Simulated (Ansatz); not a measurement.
Crystal: AgRh.

```
Ag Rh
1.0
     2.77759    0.00000    0.00000
    -1.38879    2.40546    0.00000
     0.00000    0.00000    4.80860
Ag Rh
1 1
Direct
  0.00000 0.00000 0.50000
  0.66667 0.33333 0.00000
```

The cell comes from a database or a generator and needn't be the stable form of this composition.

Base run:

| Item | Value |
| --- | --- |
| Program | Ansatz 0.2.0 |
| Functional | PBEsol |
| Potentials or basis | all-electron LAPW, scalar-relativistic |
| Cutoff | 263 eV |
| Density cutoff | 1052 eV |
| Basis error allowed | 0.001 eV/atom |
| k mesh | 11 × 11 × 6 |
| Occupations | fermi-dirac, width 0.05 eV |
| Spin | no spin polarisation |

Its results: pressure -10.6 GPa.

Task: After a change of settings the same cell gave: pressure -15.6 GPa. Which change was it?
A. functional from PBEsol to LDA
B. occupations from fermi-dirac, width 0.05 eV to gaussian, width 0.02 eV
C. functional from PBEsol to PBE; occupations from fermi-dirac, width 0.05 eV to gaussian, width 0.1 eV
D. functional from PBEsol to PBE

Result: A.

LDA binds more tightly than PBEsol, so the same cell stands under less pressure.

Not every run made on this cell is shown here.
